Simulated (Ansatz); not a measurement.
# CH₇AlBNO: up Jacob's ladder to CCSD(T)

The task here is to estimate one member of a computed series from the others.

Program: Ansatz 0.2.0, Gaussian basis. Level of theory: functionals in def2-TZVPP, the program's frozen cores in correlated methods. These are calculated values, not measurements.

The runs, in order: PBE-D4, r2SCAN-D4, PBE0-D4, B3LYP-D4, ωB97X-V, ωB97M-V, B2PLYP; CCSD(T)/def2-TZVPP; MP2/def2-QZVPP; extrapolation to the limit.

**Structure used throughout**

The geometry comes from an earlier relaxation with PBE0-D4 in a triple-zeta def2 set; it is a stationary point, not always the lowest conformer.

12 atoms, charge 0, spin multiplicity 1.

Atoms are counted from 1 here; the program's logs count them from 0.

Bond lengths: C1–Al2 1.943 Å, C1–H6 1.092 Å, C1–H7 1.095 Å, C1–H8 1.095 Å, Al2–O3 1.679 Å, Al2–H9 1.584 Å, O3–B4 1.353 Å, B4–N5 1.403 Å, B4–H10 1.205 Å, N5–H11 1.006 Å, N5–H12 1.003 Å. Angles: Al2–C1–H6 112.5°, Al2–C1–H7 110.9°, Al2–C1–H8 110.9°, H6–C1–H7 108.0°, H6–C1–H8 108.0°, H7–C1–H8 106.3°, C1–Al2–O3 119.9°, C1–Al2–H9 123.3°, O3–Al2–H9 116.7°, Al2–O3–B4 170.5°, O3–B4–N5 121.3°, O3–B4–H10 120.5°, N5–B4–H10 118.2°, B4–N5–H11 123.1°, B4–N5–H12 122.4°, H11–N5–H12 114.5°.

As a file:

```
C    -2.2845   -0.0421    1.0951
Al   -0.4488    0.5887    1.1811
O     0.6764    0.0474    0.0590
B     1.6224   -0.5529   -0.6995
N     1.9938   -0.0320   -1.9477
H    -2.4384   -0.7757    0.3006
H    -2.9757    0.7903    0.9252
H    -2.5840   -0.5013    2.0431
H     0.0622    1.6370    2.2524
H     2.1679   -1.5562   -0.3164
H     1.5910    0.8035   -2.3366
H     2.6949   -0.4621   -2.5224
```

The first run:

in.yaml

```yaml
crystal:
  periodic: [false, false, false]
  atoms:
    - {symbol: C, position_ang: [-2.284526, -0.042112, 1.095115]}
    - {symbol: Al, position_ang: [-0.448819, 0.588682, 1.181147]}
    - {symbol: O, position_ang: [0.676429, 0.047420, 0.059041]}
    - {symbol: B, position_ang: [1.622401, -0.552851, -0.699459]}
    - {symbol: N, position_ang: [1.993785, -0.031978, -1.947725]}
    - {symbol: H, position_ang: [-2.438356, -0.775688, 0.300644]}
    - {symbol: H, position_ang: [-2.975743, 0.790282, 0.925160]}
    - {symbol: H, position_ang: [-2.584009, -0.501289, 2.043120]}
    - {symbol: H, position_ang: [0.062186, 1.637006, 2.252407]}
    - {symbol: H, position_ang: [2.167876, -1.556223, -0.316379]}
    - {symbol: H, position_ang: [1.590981, 0.803526, -2.336567]}
    - {symbol: H, position_ang: [2.694895, -0.462075, -2.522406]}
basis:
  gaussian: {orbitals: def2-TZVPP}
hamiltonian: {xc: pbe, dispersion: d4}
output: {forces: true, orbitals: {seedname: orbitals}}
```

Command:

```bash
> ansatz run in.yaml --threads 4 --pin off --events-out ev --progress --plain --max-ram 10444MiB
```

Among the steps run: PBE-D4 (GGA); r2SCAN-D4 (meta-GGA); PBE0-D4 (hybrid); B3LYP-D4 (hybrid); ωB97X-V (range-separated); ωB97M-V (range-separated); B2PLYP (double hybrid); CCSD(T) in def2-TZVPP; MP2 in def2-QZVPP.

One of the session's tables, all rows but one given; the rest of the session is left out.

| method | atomisation energy (kcal/mol) |
| --- | --- |
| PBE-D4 | 1101.1 |
| r2SCAN-D4 | ? |
| PBE0-D4 | 1084.5 |
| B3LYP-D4 | 1091.3 |
| ωB97X-V | 1090.5 |
| ωB97M-V | 1093.3 |
| B2PLYP | 1080.6 |
| HF/def2-TZVPP | 812.1 |
| MP2/def2-TZVPP | 1076.9 |
| CCSD/def2-TZVPP | 1046.4 |
| CCSD(T)/def2-TZVPP | 1059.6 |
| MP2/CBS | 1104.8 |
| CCSD(T)/CBS | 1087.5 |

Estimate the missing values for r2SCAN-D4.

As computed: atomisation energy (kcal/mol): 1091.1. In the column «atomisation energy (kcal/mol)» it lies between ωB97X-V (1090.5) and B3LYP-D4 (1091.3).

Limits of these values: Free atoms (1 C, 1 Al, 1 O, 1 B, 1 N, 7 H) were run apart at each level; the atomisation energy is their sum less the molecule, without zero-point or spin-orbit terms.
